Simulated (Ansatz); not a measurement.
From input file to script: CH₈AlGeN, SMILES [NH2][AlH][CH2][GeH3] in Ansatz 0.2.0.

```yaml
crystal:
  periodic: [false, false, false]
  atoms:
    - { symbol: "N", position_ang: [-0.6875, 2.5287, -0.2201] }
    - { symbol: Al, position_ang: [0.3682, 1.1042, 0.2871] }
    - { symbol: C, position_ang: [-0.4677, -0.6841, 0.5835] }
    - { symbol: Ge, position_ang: [0.4311, -1.9587, -0.6328] }
    - { symbol: H, position_ang: [-1.4034, 2.7314, 0.5348] }
    - { symbol: H, position_ang: [-0.1183, 3.4296, -0.2898] }
    - { symbol: H, position_ang: [1.9713, 1.3176, 0.471] }
    - { symbol: H, position_ang: [-1.4906, -0.6167, 0.4163] }
    - { symbol: H, position_ang: [-0.2366, -0.9868, 1.6843] }
    - { symbol: H, position_ang: [0.0849, -1.5242, -2.0653] }
    - { symbol: H, position_ang: [1.8763, -2.0386, -0.3656] }
    - { symbol: H, position_ang: [-0.2508, -3.3576, -0.3694] }
basis:
  gaussian:
    orbitals: def2-SVP
hamiltonian:
  xc: pbe0
relax:
  f_tol: 0.005
```

Script `ch8algen.py`:
```python
"""Relax the CH8AlGeN molecule."""

import ansatz as az
import numpy as np

config = {
    "basis": "def2-SVP",
    "xc": "pbe0",
}


def main() -> None:
    geometry = (
        az.Crystal.molecule()
        .atom("N", (-0.6875, 2.5287, -0.2201))
        .atom("Al", (0.3682, 1.1042, 0.2871))
        .atom("C", (-0.4677, -0.6841, 0.5835))
        .atom("Ge", (0.4311, -1.9587, -0.6328))
        .atom("H", (-1.4034, 2.7314, 0.5348))
        .atom("H", (-0.1183, 3.4296, -0.2898))
        .atom("H", (1.9713, 1.3176, 0.471))
        .atom("H", (-1.4906, -0.6167, 0.4163))
        .atom("H", (-0.2366, -0.9868, 1.6843))
        .atom("H", (0.0849, -1.5242, -2.0653))
        .atom("H", (1.8763, -2.0386, -0.3656))
        .atom("H", (-0.2508, -3.3576, -0.3694))
    )

    job = (
        geometry.calculation()
        .basis(gaussian=config["basis"])
        .functional(config["xc"])
    )
    symbols = [site.symbol for site in geometry.cartesian_sites]
    start = np.array([site.position_ang for site in geometry.cartesian_sites], dtype=float)
    def progress(event):
        if event["event"] == "relax_step":
            row = event["data"]
            print(f"step {row['step']:3d}  E = {row['lagrangian_ev']:.6f} eV  max force {row['allowed_force_max_ev_ang']:.4f} eV/A")


    summary = job.relax(force_tolerance=0.005).session().plan().execute(on_event=progress).report
    end = np.array(summary["positions_ang"])

    for key in ("converged", "free_energy_ev", "reference_energy_ev", "n_frozen", "n_occupied", "n_virtual"):
        print(f"{key:22s} {summary[key]}")

    print("bond        before    after (A)")
    for i, j in [(0, 1), (0, 4), (0, 5), (1, 2), (1, 6), (2, 3), (2, 7), (2, 8), (3, 9), (3, 10), (3, 11)]:
        d0, d1 = (np.linalg.norm(xyz[i] - xyz[j]) for xyz in (start, end))
        print(f"{symbols[i]}{i}-{symbols[j]}{j}".ljust(10), f"{d0:8.4f} {d1:8.4f}")
    for i, j, k in [(1, 0, 4), (1, 0, 5), (4, 0, 5), (0, 1, 2), (0, 1, 6), (2, 1, 6), (1, 2, 3), (1, 2, 7)]:
        u, v = end[i] - end[j], end[k] - end[j]
        print(f"angle {symbols[i]}{i}-{symbols[j]}{j}-{symbols[k]}{k}: {np.degrees(np.arccos(np.clip(u @ v / np.linalg.norm(u) / np.linalg.norm(v), -1, 1))):.2f} deg")
    with open("ch8algen_opt.xyz", "w") as handle:
        handle.write(f"{len(symbols)}\nrelaxed CH8AlGeN\n")
        handle.writelines(f"{s:2s} {x:11.6f} {y:11.6f} {z:11.6f}\n" for s, (x, y, z) in zip(symbols, end))


if __name__ == "__main__":
    main()
```

Running `python ch8algen.py` prints:
```text
step   1  E = -65748.272185 eV  max force 3.6679 eV/A
step   2  E = -65748.659080 eV  max force 1.7632 eV/A
step   3  E = -65748.876645 eV  max force 0.5689 eV/A
step   4  E = -65748.916987 eV  max force 0.2641 eV/A
step   5  E = -65748.924713 eV  max force 0.0670 eV/A
step   6  E = -65748.926372 eV  max force 0.1156 eV/A
step   7  E = -65748.926504 eV  max force 0.1284 eV/A
step   8  E = -65748.927778 eV  max force 0.0442 eV/A
step   9  E = -65748.928300 eV  max force 0.0577 eV/A
step  10  E = -65748.928794 eV  max force 0.0126 eV/A
step  11  E = -65748.929302 eV  max force 0.0514 eV/A
step  12  E = -65748.929495 eV  max force 0.0449 eV/A
step  13  E = -65748.929629 eV  max force 0.0201 eV/A
step  14  E = -65748.929698 eV  max force 0.0055 eV/A
step  15  E = -65748.929740 eV  max force 0.0087 eV/A
step  16  E = -65748.929759 eV  max force 0.0057 eV/A
step  17  E = -65748.929768 eV  max force 0.0038 eV/A
step  18  E = -65748.929775 eV  max force 0.0047 eV/A
converged              True
free_energy_ev         -65748.92980996515
reference_energy_ev    -65748.92980996515
n_frozen               0
n_occupied             [33, 33]
n_virtual              [85, 85]
bond        before    after (A)
N0-Al1       1.8442   1.7749
N0-H4        1.0599   1.0142
N0-H5        1.0679   1.0143
Al1-C2       1.9961   1.9543
Al1-H6       1.6277   1.5892
C2-Ge3       1.9778   1.9558
C2-H7        1.0387   1.1033
C2-H8        1.1648   1.1046
Ge3-H9       1.5365   1.5446
Ge3-H10      1.4719   1.5429
Ge3-H11      1.5784   1.5437
angle Al1-N0-H4: 126.12 deg
angle Al1-N0-H5: 124.23 deg
angle H4-N0-H5: 109.65 deg
angle N0-Al1-C2: 120.43 deg
angle N0-Al1-H6: 116.88 deg
angle C2-Al1-H6: 122.68 deg
angle Al1-C2-Ge3: 114.68 deg
angle Al1-C2-H7: 111.08 deg
```

Notes:
- These settings explore the input space; basis and method may be short of convergence.
- The end point is the stationary point reached from this start; no frequency run checks that it is a minimum, and the basis set is modest.
- Timing: 2.2 min on 1 thread of Arm Neoverse V2 (shared host), peak memory 0.36 GiB.

(Lines on the test bed's own set-up are left out of the output.)
